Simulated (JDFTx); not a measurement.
# BiTe (Fm-3m) in JDFTx: equation of state

How stiff is BiTe in PBE, and what volume does it want? The cell is scaled to several volumes.

All numbers are computed with JDFTx 1.7.0 (patched build); they aren't measurements. Logs are shortened: lines on timing, memory, paths and dates and some standing lists are left out, and cuts for length are marked. The log counts tension as positive stress, the text compression.

### Step 1. Starting point

The structure is cubic, space group Fm-3m (No. 225). The conventional cell has a = 6.470 Å, b = 6.470 Å, c = 6.470 Å, α = 90.00°, β = 90.00°, γ = 90.00°. Around Bi (site symmetry m-3m) lie 6 Te at 3.23 Å. Te (site symmetry m-3m) is surrounded by 6 Bi at 3.23 Å.

### Step 2. Equation of state, PBE, 31.82 Å³/atom (volume scaled by 0.94)

Contents of BiTe.in:

```
lattice \
    0.0000000000     5.9884685062     5.9884685062 \
    5.9884685062     0.0000000000     5.9884685062 \
    5.9884685062     5.9884685062     0.0000000000
coords-type Lattice
ion Bi     0.0000000000     0.0000000000     0.0000000000 1
ion Te     0.5000000000     0.5000000000     0.5000000000 1

ion-species pseudo/Bi.upf
ion-species pseudo/Te.upf
elec-cutoff 40 320
elec-ex-corr gga-PBE
kpoint-folding 7 7 7
elec-smearing Fermi 0.0018374661
elec-n-bands 22
electronic-SCF nIterations 100 energyDiffThreshold 1e-09
electronic-minimize nIterations 30 energyDiffThreshold 1e-7
forces-output-coords Cartesian

dump-name run.$VAR
dump End Ecomponents EigStats BandEigs Kpoints Forces Stress ElecDensity Dtot KEdensity
```

Potentials or basis: PseudoDojo-SR-PBE-0.4.1-standard with smoothed tails.

Launch:

```console
$ jdftx -c 1 -i BiTe.in -o BiTe.out
```

The program printed:

```text
*************** JDFTx 1.7.0 (patched build) ***************

Input parsed successfully to the following command list (including defaults):
[... the input with its defaults ...]

---------- Setting up symmetries ----------

Found 48 point-group symmetries of the bravais lattice
Found 48 space-group symmetries with basis
Applied RMS atom displacement 0 bohrs to make symmetries exact.

---------- Initializing the Grid ----------
R =
[            0      5.98847      5.98847  ]
[      5.98847            0      5.98847  ]
[      5.98847      5.98847            0  ]
unit cell volume = 429.514
G =
[  -0.524607   0.524607   0.524607  ]
[   0.524607  -0.524607   0.524607  ]
[   0.524607   0.524607  -0.524607  ]
Minimum fftbox size, Smin = [  72  72  72  ]
Chosen fftbox size, S = [  72  72  72  ]

---------- Initializing tighter grid for wavefunction operations ----------
R =
[            0      5.98847      5.98847  ]
[      5.98847            0      5.98847  ]
[      5.98847      5.98847            0  ]
unit cell volume = 429.514
G =
[  -0.524607   0.524607   0.524607  ]
[   0.524607  -0.524607   0.524607  ]
[   0.524607   0.524607  -0.524607  ]
Minimum fftbox size, Smin = [  52  52  52  ]
Chosen fftbox size, S = [  54  54  54  ]

---------- Exchange Correlation functional ----------
Initalized PBE GGA exchange.
Initalized PBE GGA correlation.

---------- Setting up pseudopotentials ----------
Width of ionic core gaussian charges (only for fluid interactions / plotting) set to 0

Reading pseudopotential file 'pseudo/Bi.upf':
  'Bi' pseudopotential, 'PBE' functional
  Generated using ONCVPSP code by D. R. Hamann
  15 valence electrons, 3 orbitals, 6 projectors, 1001 radial grid points, with lMax = 2
    5D    l: 2   occupation: 10.0   eigenvalue: -0.995255
    6S    l: 0   occupation:  2.0   eigenvalue: -0.532019
    6P    l: 1   occupation:  3.0   eigenvalue: -0.167981
  Core radius for overlap checks: 2.36 bohrs.

Reading pseudopotential file 'pseudo/Te.upf':
  'Te' pseudopotential, 'PBE' functional
  Generated using ONCVPSP code by D. R. Hamann
  16 valence electrons, 3 orbitals, 6 projectors, 1001 radial grid points, with lMax = 2
    4D    l: 2   occupation: 10.0   eigenvalue: -1.530718
    5S    l: 0   occupation:  2.0   eigenvalue: -0.555231
    5P    l: 1   occupation:  4.0   eigenvalue: -0.218780
  Core radius for overlap checks: 2.04 bohrs.

Initialized 2 species with 2 total atoms.

Folded 1 k-points by 7x7x7 to 343 k-points.

---------- Setting up k-points, bands, fillings ----------
Reduced to 20 k-points under symmetry.
Computing the number of bands and number of electrons
Calculating initial fillings.
nElectrons:  31.000000   nBands: 22   nStates: 20

----- Setting up reduced wavefunction bases (one per k-point) -----
average nbasis = 5188.930 , ideal nbasis = 5189.927

---------- Setting up ewald sum ----------
Optimum gaussian width for ewald sums = 2.719859 bohr.
Real space sum over 1331 unit cells with max indices [  5  5  5  ]
Reciprocal space sum over 2197 terms with max indices [  6  6  6  ]

---------- Allocating electronic variables ----------
Initializing wave functions:  linear combination of atomic orbitals
Note: number of bands (22) exceeds available atomic orbitals (18)
Bi pseudo-atom occupations:   s ( 2 )  p ( 3 )  d ( 10 )
Te pseudo-atom occupations:   s ( 2 )  p ( 4 )  d ( 10 )
	FillingsUpdate:  mu: +0.418464409  nElectrons: 31.000000
LCAOMinimize: Iter:   0  F: -164.6575705568500609  |grad|_K:  8.611e-04  alpha:  1.000e+00
	FillingsUpdate:  mu: +0.419873704  nElectrons: 31.000000
LCAOMinimize: Iter:   1  F: -164.6591581004742579  |grad|_K:  2.755e-05  alpha:  4.251e-01  linmin: -1.660e-01  cgtest:  7.451e-01
LCAOMinimize: Encountered beta<0, resetting CG.
[... 4 lines of inner loops ...]
	FillingsUpdate:  mu: +0.419864452  nElectrons: 31.000000
LCAOMinimize: Iter:   4  F: -164.6591605864331029  |grad|_K:  9.622e-09  alpha:  9.875e-01  linmin: -1.154e-02  cgtest:  3.276e-01
LCAOMinimize: Encountered beta<0, resetting CG.
LCAOMinimize: Converged (|Delta F|<1.000000e-06 for 2 iters).

-------- Electronic minimization -----------
Will mix electronic density at each iteration.
	FillingsUpdate:  mu: +0.419864452  nElectrons: 31.000000
	FillingsUpdate:  mu: +0.408276278  nElectrons: 31.000000
SCF: Cycle:  0   F: -164.700017593012745   dF: -4.086e-02   |Residual|: 2.464e-02   |deigs|: 1.162e-01
	FillingsUpdate:  mu: +0.407633713  nElectrons: 31.000000
SCF: Cycle:  1   F: -164.700573778159338   dF: -5.562e-04   |Residual|: 1.416e-02   |deigs|: 6.117e-03
	FillingsUpdate:  mu: +0.407162178  nElectrons: 31.000000
SCF: Cycle:  2   F: -164.700637402204933   dF: -6.362e-05   |Residual|: 3.234e-03   |deigs|: 3.326e-03
	FillingsUpdate:  mu: +0.407276070  nElectrons: 31.000000
SCF: Cycle:  3   F: -164.700643248754091   dF: -5.847e-06   |Residual|: 9.349e-04   |deigs|: 8.110e-04
	FillingsUpdate:  mu: +0.407306182  nElectrons: 31.000000
SCF: Cycle:  4   F: -164.700643861826393   dF: -6.131e-07   |Residual|: 2.940e-04   |deigs|: 1.091e-04
	FillingsUpdate:  mu: +0.407342581  nElectrons: 31.000000
SCF: Cycle:  5   F: -164.700643993348109   dF: -1.315e-07   |Residual|: 1.528e-04   |deigs|: 7.398e-05
	FillingsUpdate:  mu: +0.407360995  nElectrons: 31.000000
SCF: Cycle:  6   F: -164.700644026609268   dF: -3.326e-08   |Residual|: 3.261e-05   |deigs|: 2.984e-05
	FillingsUpdate:  mu: +0.407361236  nElectrons: 31.000000
SCF: Cycle:  7   F: -164.700644034503625   dF: -7.894e-09   |Residual|: 8.344e-06   |deigs|: 2.638e-05
	FillingsUpdate:  mu: +0.407361316  nElectrons: 31.000000
SCF: Cycle:  8   F: -164.700644036641393   dF: -2.138e-09   |Residual|: 3.647e-06   |deigs|: 1.410e-05
	FillingsUpdate:  mu: +0.407361367  nElectrons: 31.000000
SCF: Cycle:  9   F: -164.700644037234554   dF: -5.932e-10   |Residual|: 1.262e-06   |deigs|: 1.703e-05
	FillingsUpdate:  mu: +0.407361301  nElectrons: 31.000000
SCF: Cycle: 10   F: -164.700644037391157   dF: -1.566e-10   |Residual|: 4.119e-07   |deigs|: 3.134e-05
SCF: Converged (|Delta E|<1.000000e-09 for 2 iters).

Setting wave functions to eigenvectors of Hamiltonian

# Stress tensor in Cartesian coordinates [Eh/a0^3]:
[ -0.000155288            0            0  ]
[            0 -0.000155288            0  ]
[            0            0 -0.000155288  ]

# Ionic positions in lattice coordinates:
ion Bi   0.000000000000000   0.000000000000000   0.000000000000000 1
ion Te   0.500000000000000   0.500000000000000   0.500000000000000 1

# Forces in Cartesian coordinates:
force Bi  -0.000000000000000  -0.000000000000000   0.000000000000000 1
force Te  -0.000000000000000   0.000000000000000  -0.000000000000000 1

# Energy components:
   Eewald =     -113.9018448352338879
       EH =       42.1612679344748571
     Eloc =     -120.2510223952474036
      Enl =      -44.7779260513388309
      Exc =      -46.3149049652009808
 Exc_core =       22.2113140215072882
       KE =       96.1732475110206764
-------------------------------------
     Etot =     -164.6998687800182779
       TS =        0.0007752573728726
-------------------------------------
        F =     -164.7006440373911573

IonicMinimize: Iter:   0  F: -164.700644037391157  |grad|_K:        nan
IonicMinimize: None of the convergence criteria satisfied after 0 iterations.

#--- Lowdin population analysis ---
# oxidation-state Bi +0.100
# oxidation-state Te -0.030

Dumping 'run.eigStats' ...
	eMin: -0.969498 at state 14 ( [ +0.000000 +0.428571 +0.428571 ] spin 0 )
	HOMO: +0.407318 at state 4 ( [ +0.000000 +0.142857 +0.142857 ] spin 0 )
	mu  : +0.407361
	LUMO: +0.407889 at state 7 ( [ +0.000000 +0.142857 -0.428571 ] spin 0 )
	eMax: +0.801606 at state 14 ( [ +0.000000 +0.428571 +0.428571 ] spin 0 )
	HOMO-LUMO gap: +0.000571
	Optical gap  : +0.002272 at state 7 ( [ +0.000000 +0.142857 -0.428571 ] spin 0 )
Done!
```

Run time: 2.1 min. Hardware: 1 thread of Arm Neoverse V1, shared host; peak memory 0.19 GiB.

What came out:

| Property | Result |
| --- | --- |
| Free energy | -4481.7328 eV |
| Pressure | 4.6 GPa |
| Band gap on the k mesh | none (metal or under the smearing width) |

Caveat: spin-orbit coupling is left out, which moves the levels of the heavy elements.

### Step 3. Equation of state, PBE, 32.50 Å³/atom (volume scaled by 0.96)

Edit BiTe.in of step 2 so:

```diff
@@ -1,5 +1,5 @@
 lattice \
-    0.0000000000     5.9884685062     5.9884685062 \
-    5.9884685062     0.0000000000     5.9884685062 \
-    5.9884685062     5.9884685062     0.0000000000
+    0.0000000000     6.0306422092     6.0306422092 \
+    6.0306422092     0.0000000000     6.0306422092 \
+    6.0306422092     6.0306422092     0.0000000000
 coords-type Lattice
@@ -20,2 +20,2 @@
 dump-name run.$VAR
-dump End Ecomponents EigStats BandEigs Kpoints Forces Stress ElecDensity Dtot KEdensity
+dump End Ecomponents EigStats BandEigs Kpoints Forces Stress
```

Potentials or basis: PseudoDojo-SR-PBE-0.4.1-standard with smoothed tails.

Launch:

```console
$ jdftx -c 1 -i BiTe.in -o BiTe.out
```

Run time: 2 min. Hardware: 1 thread of Arm Neoverse V1, shared host; peak memory 0.2 GiB.

It converged, with:

- Free energy: -4481.7658 eV
- Pressure: 3.2 GPa
- Band gap on the k mesh: none (metal or under the smearing width)

Caveat: spin-orbit coupling is left out, which moves the levels of the heavy elements.

### Step 4. Equation of state, PBE, 33.18 Å³/atom (volume scaled by 0.98)

Edit BiTe.in of step 3 so:

```diff
@@ -1,5 +1,5 @@
 lattice \
-    0.0000000000     6.0306422092     6.0306422092 \
-    6.0306422092     0.0000000000     6.0306422092 \
-    6.0306422092     6.0306422092     0.0000000000
+    0.0000000000     6.0722341594     6.0722341594 \
+    6.0722341594     0.0000000000     6.0722341594 \
+    6.0722341594     6.0722341594     0.0000000000
 coords-type Lattice
```

Launch:

```console
$ jdftx -c 1 -i BiTe.in -o BiTe.out
```

Run time: 2.1 min. Hardware: 1 thread of Arm Neoverse V1, shared host; peak memory 0.19 GiB.

The run converged. Its results:

| Property | Result |
| --- | --- |
| Free energy | -4481.7881 eV |
| Pressure | 2.0 GPa |
| Band gap on the k mesh | none (metal or under the smearing width) |

Caveat: spin-orbit coupling is left out, which moves the levels of the heavy elements.

### Step 5. Equation of state, PBE, 33.86 Å³/atom

Edit BiTe.in of step 4 so:

```diff
@@ -1,5 +1,5 @@
 lattice \
-    0.0000000000     6.0722341594     6.0722341594 \
-    6.0722341594     0.0000000000     6.0722341594 \
-    6.0722341594     6.0722341594     0.0000000000
+    0.0000000000     6.1132640132     6.1132640132 \
+    6.1132640132     0.0000000000     6.1132640132 \
+    6.1132640132     6.1132640132     0.0000000000
 coords-type Lattice
```

Potentials or basis: PseudoDojo-SR-PBE-0.4.1-standard with smoothed tails.

Launch:

```console
$ jdftx -c 1 -i BiTe.in -o BiTe.out
```

The program printed:

```text
*************** JDFTx 1.7.0 (patched build) ***************

Input parsed successfully to the following command list (including defaults):
[... the input with its defaults ...]

---------- Setting up symmetries ----------

Found 48 point-group symmetries of the bravais lattice
Found 48 space-group symmetries with basis
Applied RMS atom displacement 0 bohrs to make symmetries exact.

---------- Initializing the Grid ----------
R =
[            0      6.11326      6.11326  ]
[      6.11326            0      6.11326  ]
[      6.11326      6.11326            0  ]
unit cell volume = 456.93
G =
[  -0.513898   0.513898   0.513898  ]
[   0.513898  -0.513898   0.513898  ]
[   0.513898   0.513898  -0.513898  ]
Minimum fftbox size, Smin = [  72  72  72  ]
Chosen fftbox size, S = [  72  72  72  ]

---------- Initializing tighter grid for wavefunction operations ----------
R =
[            0      6.11326      6.11326  ]
[      6.11326            0      6.11326  ]
[      6.11326      6.11326            0  ]
unit cell volume = 456.93
G =
[  -0.513898   0.513898   0.513898  ]
[   0.513898  -0.513898   0.513898  ]
[   0.513898   0.513898  -0.513898  ]
Minimum fftbox size, Smin = [  52  52  52  ]
Chosen fftbox size, S = [  54  54  54  ]

---------- Exchange Correlation functional ----------
Initalized PBE GGA exchange.
Initalized PBE GGA correlation.

---------- Setting up pseudopotentials ----------
Width of ionic core gaussian charges (only for fluid interactions / plotting) set to 0

[... 64 lines left out ...]
SCF: Cycle:  4   F: -164.703140693382551   dF: -7.139e-07   |Residual|: 2.747e-04   |deigs|: 9.472e-05
	FillingsUpdate:  mu: +0.370276708  nElectrons: 31.000000
SCF: Cycle:  5   F: -164.703140859118719   dF: -1.657e-07   |Residual|: 1.499e-04   |deigs|: 5.894e-05
	FillingsUpdate:  mu: +0.370296451  nElectrons: 31.000000
SCF: Cycle:  6   F: -164.703140904024849   dF: -4.491e-08   |Residual|: 2.997e-05   |deigs|: 5.657e-05
	FillingsUpdate:  mu: +0.370297632  nElectrons: 31.000000
SCF: Cycle:  7   F: -164.703140913311557   dF: -9.287e-09   |Residual|: 8.589e-06   |deigs|: 6.123e-05
	FillingsUpdate:  mu: +0.370297589  nElectrons: 31.000000
SCF: Cycle:  8   F: -164.703140916152250   dF: -2.841e-09   |Residual|: 3.775e-06   |deigs|: 6.933e-05
	FillingsUpdate:  mu: +0.370297640  nElectrons: 31.000000
SCF: Cycle:  9   F: -164.703140916660345   dF: -5.081e-10   |Residual|: 9.146e-07   |deigs|: 5.915e-05
	FillingsUpdate:  mu: +0.370297610  nElectrons: 31.000000
SCF: Cycle: 10   F: -164.703140916881495   dF: -2.211e-10   |Residual|: 1.129e-06   |deigs|: 2.552e-04
SCF: Converged (|Delta E|<1.000000e-09 for 2 iters).

Setting wave functions to eigenvectors of Hamiltonian

# Stress tensor in Cartesian coordinates [Eh/a0^3]:
[ -3.27849e-05            0            0  ]
[            0 -3.27849e-05            0  ]
[            0            0 -3.27849e-05  ]

# Ionic positions in lattice coordinates:
ion Bi   0.000000000000000   0.000000000000000   0.000000000000000 1
ion Te   0.500000000000000   0.500000000000000   0.500000000000000 1

# Forces in Cartesian coordinates:
force Bi  -0.000000000000000   0.000000000000000   0.000000000000000 1
force Te  -0.000000000000000  -0.000000000000000  -0.000000000000000 1

# Energy components:
   Eewald =     -111.5766649568972184
       EH =       43.4864503743505040
     Eloc =     -123.8594732157147007
      Enl =      -44.7963036987884280
      Exc =      -46.2794949879536333
 Exc_core =       22.2113143184399604
       KE =       96.1118031156850776
-------------------------------------
     Etot =     -164.7023690508784171
       TS =        0.0007718660030877
-------------------------------------
        F =     -164.7031409168814946

IonicMinimize: Iter:   0  F: -164.703140916881495  |grad|_K:  2.349e-41
IonicMinimize: Converged (|grad|_K<1.000000e-04).

#--- Lowdin population analysis ---
# oxidation-state Bi +0.123
# oxidation-state Te -0.060

Dumping 'run.eigStats' ...
	eMin: -1.001153 at state 14 ( [ +0.000000 +0.428571 +0.428571 ] spin 0 )
	HOMO: +0.370240 at state 7 ( [ +0.000000 +0.142857 -0.428571 ] spin 0 )
	mu  : +0.370298
	LUMO: +0.371467 at state 4 ( [ +0.000000 +0.142857 +0.142857 ] spin 0 )
	eMax: +0.759351 at state 14 ( [ +0.000000 +0.428571 +0.428571 ] spin 0 )
	HOMO-LUMO gap: +0.001227
	Optical gap  : +0.053133 at state 7 ( [ +0.000000 +0.142857 -0.428571 ] spin 0 )
Done!
```

Run time: 2.1 min. Hardware: 1 thread of Arm Neoverse V1, shared host; peak memory 0.2 GiB.

Results:

- Free energy: -4481.8008 eV
- Pressure: 1.0 GPa
- Band gap on the k mesh: none (metal or under the smearing width)

Caveat: spin-orbit coupling is left out, which moves the levels of the heavy elements.

### Step 6. Equation of state, PBE, 34.53 Å³/atom (volume scaled by 1.02)

Edit BiTe.in of step 5 so:

```diff
@@ -1,5 +1,5 @@
 lattice \
-    0.0000000000     6.1132640132     6.1132640132 \
-    6.1132640132     0.0000000000     6.1132640132 \
-    6.1132640132     6.1132640132     0.0000000000
+    0.0000000000     6.1537503851     6.1537503851 \
+    6.1537503851     0.0000000000     6.1537503851 \
+    6.1537503851     6.1537503851     0.0000000000
 coords-type Lattice
```

Potentials or basis: PseudoDojo-SR-PBE-0.4.1-standard with smoothed tails.

Launch:

```console
$ jdftx -c 1 -i BiTe.in -o BiTe.out
```

Run time: 2 min. Hardware: 1 thread of Arm Neoverse V1, shared host; peak memory 0.2 GiB.

The run converged. Its results:

```yaml
Free_energy: -4481.8049 eV
Pressure: 0.0 GPa
Band_gap_on_the_k_mesh: none (metal or under the smearing width)
Loewdin_charges: Bi +0.13; Te -0.07 e
```

Caveat: spin-orbit coupling is left out, which moves the levels of the heavy elements.

### Step 7. Equation of state, PBE, 35.21 Å³/atom (volume scaled by 1.04)

Edit BiTe.in of step 6 so:

```diff
@@ -1,5 +1,5 @@
 lattice \
-    0.0000000000     6.1537503851     6.1537503851 \
-    6.1537503851     0.0000000000     6.1537503851 \
-    6.1537503851     6.1537503851     0.0000000000
+    0.0000000000     6.1937109231     6.1937109231 \
+    6.1937109231     0.0000000000     6.1937109231 \
+    6.1937109231     6.1937109231     0.0000000000
 coords-type Lattice
```

Launch:

```console
$ jdftx -c 1 -i BiTe.in -o BiTe.out
```

Wall time 2 min (1 thread of Arm Neoverse V1, shared host); peak memory 0.2 GiB.

The run converged. Its results:

* Free energy: -4481.8012 eV
* Pressure: -0.9 GPa
* Band gap on the k mesh: none (metal or under the smearing width)
* Loewdin charges: Bi +0.14; Te -0.08 e

Caveat: spin-orbit coupling is left out, which moves the levels of the heavy elements.

### Step 8. Equation of state, PBE, 35.89 Å³/atom (volume scaled by 1.06)

Edit BiTe.in of step 7 so:

```diff
@@ -1,5 +1,5 @@
 lattice \
-    0.0000000000     6.1937109231     6.1937109231 \
-    6.1937109231     0.0000000000     6.1937109231 \
-    6.1937109231     6.1937109231     0.0000000000
+    0.0000000000     6.2331623746     6.2331623746 \
+    6.2331623746     0.0000000000     6.2331623746 \
+    6.2331623746     6.2331623746     0.0000000000
 coords-type Lattice
```

Launch:

```console
$ jdftx -c 1 -i BiTe.in -o BiTe.out
```

It took 2.1 min on 1 thread of Arm Neoverse V1, shared host; peak memory 0.2 GiB.

The run converged. Its results:

| Item | Value |
| --- | --- |
| Free energy | -4481.7907 eV |
| Pressure | -1.6 GPa |
| Band gap on the k mesh | none (metal or under the smearing width) |
| Loewdin charges | Bi +0.14; Te -0.09 e |

Caveat: spin-orbit coupling is left out, which moves the levels of the heavy elements.

### Step 9. Equation of state, PBE

Potentials or basis: PseudoDojo-SR-PBE-0.4.1-standard with smoothed tails.

No new run: the results of the series are fitted here.

What came out:

```
Equilibrium volume                      : 34.54 Å³/atom
Bulk modulus                            : 47 GPa
Pressure derivative of the bulk modulus : 4.5
```

Energy against volume, from the lowest point:
```csv
volume (Å³/atom),energy (meV/atom)
31.824,36.02
32.501,19.53
33.178,8.40
33.855,2.05
34.532,0.00
35.209,1.82
35.886,7.10
```

Caveat: spin-orbit coupling is left out, which moves the levels of the heavy elements. PBE usually gives volumes a little too large and moduli too small.
